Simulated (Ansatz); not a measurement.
# Li2RhN2 (P1) in Ansatz: convergence with k mesh

Aim: find how far k mesh must go before the results for Li2RhN2 settle, at PBEsol. This setting moves, with any that are tied to it; all else stays.

Program: Ansatz 0.2.0. These are calculated values, not measurements. Logs are shortened: lines on timing, memory, paths and dates and some standing lists are left out, and cuts for length are marked.

### Step 1. The cell of the first run

The typed cell holds 5 atoms: a = 3.221 Å, b = 3.221 Å, c = 5.076 Å, α = 90.00°, β = 90.00°, γ = 120.00°.

The cell comes from a database or a generator and needn't be the stable form of this composition.

The cell isn't the ideal one: atoms moved at random, drawn with an rms of 0.05 Å.

### Step 2. With k mesh 3 × 3 × 2

File input.yaml:

```yaml
crystal:
  lattice:
    - [3.2214626416, 0.0, 0.0]
    - [-1.6107313208, 2.789868485, 0.0]
    - [0.0, 0.0, 5.0759660458]
  atoms:
    - { symbol: Rh, position: [0.012807, 0.010985, -0.011693] }
    - { symbol: "N", position: [0.345115, 0.688224, 0.208329] }
    - { symbol: "N", position: [0.698223, 0.355577, 0.79642] }
    - { symbol: Li, position: [0.338349, 0.665199, 0.645019] }
    - { symbol: Li, position: [0.659589, 0.343048, 0.362387] }
hamiltonian:
  xc: pbesol
  pseudopotentials: { kind: nc }
kpoints:
  mp_grid: { grid: [3, 3, 2] }
scf:
  occupations: { method: gaussian, width: 0.05 }
output:
  forces: true
  stress: true
  eigenvalues: true
```

Potentials or basis: PseudoDojo standard (PBEsol files).

Launch:

```
> ansatz run input.yaml --threads 2 --pin off --max-ram 5632MiB --backend cpu --events-out ev --progress --plain --runs-dir out
```

It took 1.9 s on 2 threads of Arm Neoverse V2, shared host; peak memory 0.32 GiB.

What came out:

```yaml
Free_energy: -4141.9019 eV
Pressure: -6.7 GPa
Largest_force: 0.955 eV/Å
Band_gap_on_the_k_mesh: none (metal or under the smearing width)
```

### Step 3. With k mesh 4 × 4 × 2

input.yaml: that of step 2 with these lines changed.

```diff
@@ -15,3 +15,3 @@
 kpoints:
-  mp_grid: { grid: [3, 3, 2] }
+  mp_grid: { grid: [4, 4, 2] }
 scf:
```

Potentials or basis: PseudoDojo standard (PBEsol files).

Launch:

```
> ansatz run input.yaml --threads 2 --pin off --max-ram 5632MiB --backend cpu --events-out ev --progress --plain --runs-dir out
```

It took 2.9 s on 2 threads of Arm Neoverse V2, shared host; peak memory 0.34 GiB.

Results:

* Free energy: -4142.1548 eV
* Pressure: -7.6 GPa
* Largest force: 1.181 eV/Å
* Band gap on the k mesh: none (metal or under the smearing width)

### Step 4. With k mesh 5 × 5 × 3

input.yaml: that of step 3 with these lines changed.

```diff
@@ -15,3 +15,3 @@
 kpoints:
-  mp_grid: { grid: [4, 4, 2] }
+  mp_grid: { grid: [5, 5, 3] }
 scf:
```

Launch:

```
> ansatz run input.yaml --threads 2 --pin off --max-ram 5632MiB --backend cpu --events-out ev --progress --plain --runs-dir out
```

Run time: 6.2 s. Hardware: 2 threads of Arm Neoverse V2, shared host; peak memory 0.39 GiB.

Results:

* Free energy: -4142.1327 eV
* Pressure: -7.1 GPa
* Largest force: 1.006 eV/Å
* Band gap on the k mesh: none (metal or under the smearing width)

### Step 5. With k mesh 6 × 6 × 3

input.yaml: that of step 4 with these lines changed.

```diff
@@ -15,3 +15,3 @@
 kpoints:
-  mp_grid: { grid: [5, 5, 3] }
+  mp_grid: { grid: [6, 6, 3] }
 scf:
```

Launch:

```
> ansatz run input.yaml --threads 2 --pin off --max-ram 5632MiB --backend cpu --events-out ev --progress --plain --runs-dir out
```

It took 8.9 s on 2 threads of Arm Neoverse V2, shared host; peak memory 0.43 GiB.

Results:

```yaml
Free_energy: -4142.1007 eV
Pressure: -6.9 GPa
Largest_force: 0.972 eV/Å
Band_gap_on_the_k_mesh: none (metal or under the smearing width)
```

### Step 6. With k mesh 7 × 7 × 4

input.yaml: that of step 5 with these lines changed.

```diff
@@ -15,3 +15,3 @@
 kpoints:
-  mp_grid: { grid: [6, 6, 3] }
+  mp_grid: { grid: [7, 7, 4] }
 scf:
```

Potentials or basis: PseudoDojo standard (PBEsol files).

Launch:

```
> ansatz run input.yaml --threads 2 --pin off --max-ram 5632MiB --backend cpu --events-out ev --progress --plain --runs-dir out
```

Run time: 16 s. Hardware: 2 threads of Arm Neoverse V2, shared host; peak memory 0.53 GiB.

The run converged. Its results:

| Quantity | Value |
| --- | --- |
| Free energy | -4142.1218 eV |
| Pressure | -7.0 GPa |
| Largest force | 1.025 eV/Å |
| Band gap on the k mesh | none (metal or under the smearing width) |

### Step 7. With k mesh 9 × 9 × 5

input.yaml: that of step 6 with these lines changed.

```diff
@@ -15,3 +15,3 @@
 kpoints:
-  mp_grid: { grid: [7, 7, 4] }
+  mp_grid: { grid: [9, 9, 5] }
 scf:
```

Launch:

```
> ansatz run input.yaml --threads 2 --pin off --max-ram 5632MiB --backend cpu --events-out ev --progress --plain --runs-dir out
```

Run time: 32 s. Hardware: 2 threads of Arm Neoverse V2, shared host; peak memory 0.76 GiB.

Results (log left out):

* Free energy: -4142.1140 eV
* Pressure: -7.0 GPa
* Largest force: 0.995 eV/Å
* Band gap on the k mesh: none (metal or under the smearing width)

### Step 8. With k mesh 11 × 11 × 6

input.yaml: that of step 7 with these lines changed.

```diff
@@ -15,3 +15,3 @@
 kpoints:
-  mp_grid: { grid: [9, 9, 5] }
+  mp_grid: { grid: [11, 11, 6] }
 scf:
```

Launch:

```
> ansatz run input.yaml --threads 2 --pin off --max-ram 5632MiB --backend cpu --events-out ev --progress --plain --runs-dir out
```

It took 57 s on 2 threads of Arm Neoverse V2, shared host; peak memory 1.1 GiB.

It converged, with:

| Quantity | Value |
| --- | --- |
| Free energy | -4142.1180 eV |
| Pressure | -7.0 GPa |
| Largest force | 0.987 eV/Å |
| Band gap on the k mesh | none (metal or under the smearing width) |

### Step 9. With k mesh 13 × 13 × 7

input.yaml: that of step 8 with these lines changed.

```diff
@@ -15,3 +15,3 @@
 kpoints:
-  mp_grid: { grid: [11, 11, 6] }
+  mp_grid: { grid: [13, 13, 7] }
 scf:
```

Potentials or basis: PseudoDojo standard (PBEsol files).

Launch:

```
> ansatz run input.yaml --threads 2 --pin off --max-ram 5632MiB --backend cpu --events-out ev --progress --plain --runs-dir out
```

Run time: 92 s. Hardware: 2 threads of Arm Neoverse V2, shared host; peak memory 1.6 GiB.

The run converged. Its results:

- Free energy: -4142.1179 eV
- Pressure: -7.0 GPa
- Largest force: 0.998 eV/Å
- Band gap on the k mesh: none (metal or under the smearing width)

### Step 10. With k mesh 16 × 16 × 9

input.yaml: that of step 9 with these lines changed.

```diff
@@ -15,3 +15,3 @@
 kpoints:
-  mp_grid: { grid: [13, 13, 7] }
+  mp_grid: { grid: [16, 16, 9] }
 scf:
```

Potentials or basis: PseudoDojo standard (PBEsol files).

Launch:

```
> ansatz run input.yaml --threads 2 --pin off --max-ram 5632MiB --backend cpu --events-out ev --progress --plain --runs-dir out
```

The program printed:

```text
Warning: RAYON_NUM_THREADS=2 ignored (pool sized by the plan → 2); use --threads N
Engine: ansatz 0.2.0, aarch64-unknown-linux-gnu
Pseudopotentials: kind: nc
Pseudopotential: Rh, nc, valence charge 17, recommended cutoff 1197.300995 eV (normal), Rh.nc.azcp (PseudoDojo's, or run here from an input of PseudoDojo's: the run reads no file of this project's for it)
Pseudopotential: N, nc, valence charge 5, recommended cutoff 1142.878222 eV (normal), N.nc.azcp (PseudoDojo's, or run here from an input of PseudoDojo's: the run reads no file of this project's for it)
Pseudopotential: Li, nc, valence charge 3, recommended cutoff 1006.821291 eV (normal), Li.nc.azcp (PseudoDojo's, or run here from an input of PseudoDojo's: the run reads no file of this project's for it)
Functional definition: PBEsol
  exchange = pbesol_x
  correlation = pbesol_c
Crystal: 5 atoms, lattice volume = 45.620 Å³
Basis set: ecut = 1197.300995 eV, 4247 PW (Γ), exchange–correlation on 80×80×120 points (8 copies of the dense FFT grid, shifted against one another)
Bands: 22, of which v1, the nominal top of the filled ones, is band 17 counted from 1 (16 counted from 0)
Symmetry: 1 space group operations
Space group: P1 (ITA 1), of the structure as read, at distance tolerance 3.6e-5 Å
k-points: 1154 of 2304 (time reversal used)
Non-local potential: Rh, projectors of the file, l = 0: 2, l = 1: 2, l = 2: 2
Non-local potential: N, projectors of the file, l = 0: 2, l = 1: 2
Non-local potential: Li, projectors of the file, l = 0: 2, l = 1: 2
Initial density: superposition of atomic densities (chi_scale 0.1, normalization cell, long waves kept (reshape's long-wave potential 0.01 eV rms))
Initial wavefunctions: pseudopotential atomic-orbital guess
Functional: x = pbesol(κ = 0.804, μ = 0.12345679012345678), c = pbesol(β = 0.046)
SCF iter   1: F=—  HF=-4145.154852 eV  |F-HF|=—  |Δ(HF+E_count)|=         —  Δρ=1.66e-1  dr2=1.77e1  ethr=3.10e-3  ⟨swp⟩=6.5  Hψ=128785  notcnv=0
preconditioner: auto → Kerker (q_TF=auto, 2.585 Å⁻¹)  [metal: Δε(μ)=0.000 eV  Ē_g=10.280 eV  σ=0.050 eV  W_gap=0.00  n_scr=22 (ndim 8)  ℏωp=25.2 eV  f_vac=0.000  D(μ)=6.90/eV (n_scr^D=110)]
SCF iter   2: F=—  HF=-4142.656574 eV  |F-HF|=—  |Δ(HF+E_count)|=    2.50e0  Δρ=7.66e-2  dr2=2.00e0  ethr=3.10e-3  ⟨swp⟩=3.4  Hψ=63739  notcnv=0  defer=1162
SCF iter   3: F=—  HF=-4142.314694 eV  |F-HF|=—  |Δ(HF+E_count)|=   3.42e-1  Δρ=3.36e-2  dr2=7.42e-1  ethr=3.10e-3  ⟨swp⟩=3.0  Hψ=58248  notcnv=0  defer=1385
SCF iter   4: F=—  HF=-4142.149997 eV  |F-HF|=—  |Δ(HF+E_count)|=   1.65e-1  Δρ=1.18e-2  dr2=1.23e-1  ethr=2.25e-3  ⟨swp⟩=2.0  Hψ=29704  notcnv=0  defer=1385
SCF iter   5: F=—  HF=-4142.121261 eV  |F-HF|=—  |Δ(HF+E_count)|=   2.87e-2  Δρ=5.24e-3  dr2=1.92e-2  ethr=3.73e-4  ⟨swp⟩=3.0  Hψ=44712  notcnv=0  defer=1368
SCF iter   6: F=—  HF=-4142.117308 eV  |F-HF|=—  |Δ(HF+E_count)|=   3.95e-3  Δρ=1.81e-3  dr2=1.59e-3  ethr=5.81e-5  ⟨swp⟩=2.4  Hψ=40095  notcnv=0  defer=1367
SCF iter   7: F=—  HF=-4142.117161 eV  |F-HF|=—  |Δ(HF+E_count)|=   1.47e-4  Δρ=5.00e-4  dr2=1.26e-4  ethr=4.83e-6  ⟨swp⟩=2.3  Hψ=40853  notcnv=0  defer=1359
SCF iter   8: F=—  HF=-4142.117164 eV  |F-HF|=—  |Δ(HF+E_count)|=   3.11e-6  Δρ=1.51e-4  dr2=1.58e-5  ethr=3.82e-7  ⟨swp⟩=2.2  Hψ=42857  notcnv=0  defer=1354
SCF iter   9: F=—  HF=-4142.117264 eV  |F-HF|=—  |Δ(HF+E_count)|=   1.00e-4  Δρ=6.10e-5  dr2=2.19e-6  ethr=4.79e-8  ⟨swp⟩=2.8  Hψ=38130  notcnv=0  defer=1354
SCF iter  10: F=—  HF=-4142.117264 eV  |F-HF|=—  |Δ(HF+E_count)|=   3.21e-7  Δρ=1.58e-5  dr2=1.91e-7  ethr=6.63e-9  ⟨swp⟩=2.8  Hψ=42425  notcnv=0  defer=1354
SCF iter  11: F=-4142.117265 eV  HF=-4142.117265 eV  |F-HF|=5.68e-10  |Δ(HF+E_count)|=   4.31e-8  Δρ=3.82e-6  dr2=6.10e-9  ethr=3.03e-10  ⟨swp⟩=14.1  Hψ=136742  notcnv=0
SCF 1 converged in 11 iterations: F = -4142.117265 eV  dr2 = 6.10e-9
SCF converged after 11 iterations
Free energy (F): -4142.117265 eV
Harris-Foulkes:  -4142.117265 eV  (|F-HF|=5.68e-10)
Internal energy: -4142.113292 eV  (E = F + TS)
E sigma→0 (E₀):  -4142.115278 eV
Entropy (-TS):   -0.003973 eV (-0.795 meV/atom)
Fermi energy:    10.778445 eV
--- Per-component energies (eV) ---
  E_band       = -368.584404
  E_kinetic    = 1711.752701
  E_local      = -3550.336895  (includes V_loc(G=0)·N_el)
  E_nonlocal   = -105.980594
  E_hartree    = 1150.281740
  E_xc         = -764.438182
  E_vxc        = -724.583474  (∫ρ·V_xc dr)
  E_ewald      = -2583.392060
  E_smearing   = -0.003973  (= −TS)
  E_closure    = 0.000000  (closes the sum)
  Σ components = -4142.117265   (vs F -4142.117265, Δ=0.00e0)
--- Forces (eV/Å), atoms counted from 1 ---
  atom   1  Rh     0.17613694     0.37889698     0.90348747
  atom   2  N      0.02873835    -0.27589461    -0.33781747
  atom   3  N     -0.53418595    -0.44085971    -0.08139172
  atom   4  Li     0.11756223     0.26277169     0.00157631
  atom   5  Li     0.21174511     0.07508125    -0.48586211
  max |Σ_I F_I| component: 7.52e-6 eV/Å
--- Stress (GPa, compression-positive) ---
       -7.734356      -0.516385       0.996426
       -0.516385      -7.565326       0.157753
        0.996426       0.157753      -5.676573
  P = ⅓ Tr σ = -6.9921 GPa (-69.921 kbar)
--- Band table (eV; the first three rows and the last of 1154) ---
  k-point 0: bands = ["-68.1607", "-36.0505", "-36.0416", "-36.0082", "-33.5084", "-33.2829", "-4.3469", "-2.1683", "4.6607", "5.1436", "5.2249", "8.4979", "8.5400", "9.9165", "9.9383", "10.0582", "10.4660", "13.7317", "13.9532", "15.3490", "18.3668", "19.9538"]
  k-point 1: bands = ["-68.1607", "-36.0506", "-36.0416", "-36.0082", "-33.5079", "-33.2833", "-4.3402", "-2.1901", "4.7467", "5.1468", "5.2293", "8.4955", "8.5371", "9.6977", "9.9014", "10.0064", "10.6186", "13.7658", "13.9883", "15.4704", "18.2748", "19.7939"]
  k-point 2: bands = ["-68.1607", "-36.0507", "-36.0416", "-36.0082", "-33.5067", "-33.2843", "-4.3228", "-2.2451", "4.9796", "5.1557", "5.2421", "8.4893", "8.5295", "9.2140", "9.8535", "9.9452", "10.8116", "13.8519", "14.0776", "15.7951", "18.0511", "19.3872"]
  k-point 1153: bands = ["-68.1537", "-36.1387", "-36.0370", "-36.0299", "-33.4700", "-33.3011", "-3.2042", "-2.5469", "4.5248", "5.7523", "6.3281", "6.6561", "8.4873", "8.8712", "9.3288", "9.4807", "10.0831", "13.3601", "13.4030", "15.1844", "19.6531", "21.5585"]
```

Run time: 3 min. Hardware: 2 threads of Arm Neoverse V2, shared host; peak memory 2.9 GiB.

Results:

* Free energy: -4142.1173 eV
* Pressure: -7.0 GPa
* Largest force: 0.995 eV/Å
* Band gap on the k mesh: none (metal or under the smearing width)

### Step 11. The series at a glance

```csv
k mesh,"energy less the tightest run, at zero smearing (meV/atom)",pressure (GPa),largest force (eV/Å),SCF cycles,CPU time (s),peak memory (GiB)
3 × 3 × 2,44.70,-6.73,0.955,12,3.8,0.32
4 × 4 × 2,-7.21,-7.58,1.181,11,5.6,0.34
5 × 5 × 3,-2.82,-7.12,1.006,11,12,0.39
6 × 6 × 3,3.51,-6.89,0.972,11,18,0.43
7 × 7 × 4,-1.07,-7.02,1.025,11,31,0.53
9 × 9 × 5,0.72,-6.99,0.995,11,63,0.76
11 × 11 × 6,-0.18,-6.99,0.987,11,110,1.1
13 × 13 × 7,-0.18,-6.99,0.998,11,180,1.6
16 × 16 × 9,0.00,-6.99,0.995,11,360,2.9
```

Against the tightest run, the energy stays within 1 meV/atom from 9 × 9 × 5 on; the pressure stays within 0.1 GPa from 6 × 6 × 3 on; the largest force stays within 0.005 eV/Å from 13 × 13 × 7 on. Meshes of other sizes hit other points, so gaps and Fermi surfaces needn't settle smoothly. The tightest run that finished is the yardstick and may itself not be fully converged.
